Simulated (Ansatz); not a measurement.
**C₃H₉BO: a ladder of functionals and wavefunction methods**

An exercise on one series of results from a longer session: the logs are not shown, and one member is left open.

The runs use Ansatz 0.2.0, Gaussian basis; functionals in def2-TZVPP, the program's frozen cores in correlated methods.

Plan: LDA (SPW92), PBE-D4, revPBE-D4, BLYP-D4, r2SCAN-D4, B97M-V, PBE0-D4, B3LYP-D4, r2SCANh-D4, r2SCAN0-D4, HSE06-D4, BHLYP-D4, CAM-B3LYP-D4, LC-ωPBE, ωB97X-V, ωB97M-V, B2PLYP, PBE-QIDH; CCSD(T)/def2-SVP; CCSD(T)/def2-TZVPP; MP2/def2-QZVPP; extrapolation to the limit; RPA on PBE.

### The relaxed structure

An earlier PBE0-D4 in a triple-zeta def2 set relaxation fixed the geometry.

SMILES `CBCCO`, 14 atoms, charge 0, spin multiplicity 1.

Atoms are counted from 1 here; the program's logs count them from 0.

Bond lengths: C1–B2 1.558 Å, C1–H6 1.091 Å, C1–H7 1.094 Å, C1–H8 1.102 Å, B2–C3 1.563 Å, B2–H9 1.204 Å, C3–C4 1.514 Å, C3–H10 1.102 Å, C3–H11 1.101 Å, C4–O5 1.414 Å, C4–H12 1.093 Å, C4–H13 1.100 Å, O5–H14 0.961 Å. Angles: B2–C1–H6 116.3°, B2–C1–H7 112.5°, B2–C1–H8 105.9°, H6–C1–H7 109.6°, H6–C1–H8 107.2°, H7–C1–H8 104.6°, C1–B2–C3 125.4°, C1–B2–H9 117.9°, C3–B2–H9 116.7°, B2–C3–C4 118.4°, B2–C3–H10 107.2°, B2–C3–H11 106.7°, C4–C3–H10 110.5°, C4–C3–H11 109.6°, H10–C3–H11 103.4°, C3–C4–O5 113.6°, C3–C4–H12 110.3°, C3–C4–H13 110.0° and more.

Set-up of the first run:

in.yaml

```yaml
crystal:
  periodic: [false, false, false]
  atoms:
    - {symbol: C, position_ang: [-1.670838, -0.896901, 0.622875]}
    - {symbol: B, position_ang: [-0.124870, -1.075267, 0.688084]}
    - {symbol: C, position_ang: [0.923244, -0.141116, 0.001395]}
    - {symbol: C, position_ang: [0.425170, 1.099732, -0.709075]}
    - {symbol: O, position_ang: [1.438226, 1.799235, -1.405132]}
    - {symbol: H, position_ang: [-2.030840, 0.075174, 0.281663]}
    - {symbol: H, position_ang: [-2.161729, -1.159261, 1.564308]}
    - {symbol: H, position_ang: [-2.031051, -1.648227, -0.097595]}
    - {symbol: H, position_ang: [0.307239, -2.035948, 1.270226]}
    - {symbol: H, position_ang: [1.672124, 0.126058, 0.764493]}
    - {symbol: H, position_ang: [1.491527, -0.767089, -0.704550]}
    - {symbol: H, position_ang: [-0.313386, 0.830947, -1.468569]}
    - {symbol: H, position_ang: [-0.081738, 1.764734, 0.005197]}
    - {symbol: H, position_ang: [2.143925, 1.998629, -0.784619]}
basis:
  gaussian: {orbitals: def2-TZVPP}
hamiltonian: {xc: lda}
output: {orbitals: {seedname: orbitals}}
```

Among the steps run: LDA; PBE-D4 (GGA); revPBE-D4 (GGA); BLYP-D4 (GGA); r2SCAN-D4 (meta-GGA); B97M-V (meta-GGA); PBE0-D4 (hybrid); B3LYP-D4 (hybrid); r2SCANh-D4 (hybrid); r2SCAN0-D4 (hybrid); HSE06-D4 (hybrid); BHLYP-D4 (hybrid); CAM-B3LYP-D4 (range-separated); LC-ωPBE (range-separated); ωB97X-V (range-separated); ωB97M-V (range-separated); B2PLYP (double hybrid); PBE-QIDH (double hybrid).

One of the session's tables, all rows but one given; the rest of the session is left out.

It belongs to the step «Orbital energies across the functionals». 

| functional | HOMO (eV) | gap (eV) |
| --- | --- | --- |
| LDA (SPW92) | -6.17 | 4.09 |
| PBE-D4 | -6.03 | 4.21 |
| revPBE-D4 | -5.97 | 4.27 |
| BLYP-D4 | ? | ? |
| r2SCAN-D4 | -6.37 | 4.96 |
| B97M-V | -6.54 | 5.08 |
| PBE0-D4 | -7.66 | 6.86 |
| B3LYP-D4 | -7.43 | 6.40 |
| r2SCANh-D4 | -6.98 | 5.92 |
| r2SCAN0-D4 | -7.90 | 7.34 |
| HSE06-D4 | -7.25 | 6.07 |
| BHLYP-D4 | -9.24 | 9.49 |
| CAM-B3LYP-D4 | -9.15 | 9.45 |
| LC-ωPBE | -10.48 | 12.01 |
| ωB97X-V | -10.16 | 11.56 |
| ωB97M-V | -10.08 | 11.22 |

Estimate the missing values for BLYP-D4.

Worked estimate for «HOMO (eV)». Against the share of exact exchange, B3LYP-D4 (0.2, -7.43), BHLYP-D4 (0.5, -9.24) give a slope of -6.03 per unit share; at 0 the line stands at -6.22.

The run gave: HOMO (eV): -5.96; gap (eV): 4.28. In «HOMO (eV)» the line misses by -0.26.
